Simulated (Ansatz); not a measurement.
**SiGeN2H8: two torsions**

A grid of calculations on GeH₈N₂Si, SMILES [NH2][GeH]([NH2])[SiH3], to see where the energy is lowest and how it rises around there.

Method: RKS PBE-D4/def2-TZVP; program: Ansatz 0.2.0.

**1. The system as given**

SMILES `[NH2][GeH]([NH2])[SiH3]`, 12 atoms, charge 0, spin multiplicity 1.

Atoms are counted from 1 here; the program's logs count them from 0.

Bond lengths: N1–Ge2 1.856 Å, N1–H5 1.027 Å, N1–H6 1.028 Å, Ge2–N3 1.857 Å, Ge2–Si4 2.409 Å, Ge2–H7 1.568 Å, N3–H8 1.027 Å, N3–H9 1.026 Å, Si4–H10 1.509 Å, Si4–H11 1.507 Å, Si4–H12 1.508 Å. Angles: Ge2–N1–H5 113.8°, Ge2–N1–H6 112.3°, H5–N1–H6 108.0°, N1–Ge2–N3 102.8°, N1–Ge2–Si4 105.8°, N1–Ge2–H7 117.1°, N3–Ge2–Si4 116.4°, N3–Ge2–H7 103.7°, Si4–Ge2–H7 111.2°, Ge2–N3–H8 113.1°, Ge2–N3–H9 113.2°, H8–N3–H9 107.9°, Ge2–Si4–H10 112.4°, Ge2–Si4–H11 110.2°, Ge2–Si4–H12 109.8°, H10–Si4–H11 108.3°, H10–Si4–H12 108.0°, H11–Si4–H12 108.1°.

Coordinates:

```xyz
12
charge 0, multiplicity 1
N    -1.4873    1.0911   -0.5072
Ge    0.0276    0.5142    0.3960
N    -0.6811   -0.3364    1.8873
Si    1.2281   -0.8780   -1.1613
H    -1.2882    1.5212   -1.4178
H    -2.0410    1.7577    0.0452
H     0.9610    1.6175    1.0052
H    -1.1507   -1.2214    1.6611
H     0.0174   -0.5277    2.6147
H     1.6263   -0.1320   -2.4106
H     0.3811   -2.0570   -1.5650
H     2.4840   -1.4040   -0.5137
```

This geometry comes from a loose relaxation at PBE in a small basis, which is not shown.

**3. Setting up the map**

First coordinate, dihedral Si4–Ge2–N3–H8: 9 values from −180 to 140 °, periodic. Second coordinate, dihedral H5–N1–Ge2–Si4: 9 values from −180 to 140 °, periodic.

Nothing else is relaxed (all other coordinates rigid). Energies count from the relaxed molecule at the same level. Points are written as (first, second).

(The set-up runs are not shown.)

**4. Point (140°, −60°)**

File input.yaml:

```yaml
crystal:
  periodic: [false, false, false]
  atoms:
    - { symbol: "N", position_ang: [-1.468861, 1.10689, -0.509066] }
    - { symbol: Ge, position_ang: [0.044556, 0.510198, 0.395824] }
    - { symbol: "N", position_ang: [-0.685342, -0.167391, 1.969924] }
    - { symbol: Si, position_ang: [1.104775, -1.080547, -1.065965] }
    - { symbol: H, position_ang: [-1.261494, 1.555713, -1.401881] }
    - { symbol: H, position_ang: [-2.022571, 1.755302, 0.053749] }
    - { symbol: H, position_ang: [1.039211, 1.610654, 0.891667] }
    - { symbol: H, position_ang: [-0.528016, 0.442004, 2.773905] }
    - { symbol: H, position_ang: [-1.686805, -0.352228, 1.901638] }
    - { symbol: H, position_ang: [1.387204, -0.497296, -2.417534] }
    - { symbol: H, position_ang: [0.219074, -2.274692, -1.239513] }
    - { symbol: H, position_ang: [2.401687, -1.534061, -0.4702] }
basis:
  gaussian: { orbitals: def2-TZVP }
hamiltonian:
  xc: pbe
  dispersion: d4
output:
  forces: true
```

The run is started by

```sh
> ansatz run input.yaml --threads 1 --pin off --max-ram 2560MiB --backend cpu --events-out ev --progress --plain --runs-dir out
```

Further runs follow: all other points of the grid.

What does the calculation give? Wanted: lowest point; highest computed point; dipole moment; largest force on an atom.

**Answer**, as computed:

| quantity | value |
| --- | --- |
| lowest point | (−60°, −60°), 1.4 kJ/mol |
| highest computed point | (−140°, 140°), 30.4 kJ/mol above the lowest |
| dipole moment (D) | 0.27 at (−60°, −60°) to 2.15 at (100°, −100°); 0.27 at the lowest point |
| largest force on an atom (eV/Å) | 0.08 at (−60°, −60°) to 1.00 at (−140°, −180°); 0.08 at the lowest point |
| time for the whole task | 11 min on 1 thread, shared host |

What this shows: The lowest computed point is at (−60°, −60°), 1.4 kJ/mol from the relaxed molecule at the same level. Higher local minima lie near (−60°, 140°) (8.2 kJ/mol above the lowest at that grid point); (140°, −60°) (8.3 kJ/mol above the lowest at that grid point). The highest computed point, (−140°, 140°), lies 30.4 kJ/mol above the lowest. On the interpolated surface the easiest way out of the lowest well to the well at (−60°, 140°) passes a barrier of about 15 kJ/mol. Round the minimum the valley is somewhat tilted: raising dihedral Si4–Ge2–N3–H8 shifts the best value of dihedral H5–N1–Ge2–Si4 downwards (coupling k₁₂/√(k₁₁k₂₂) about 0.3).
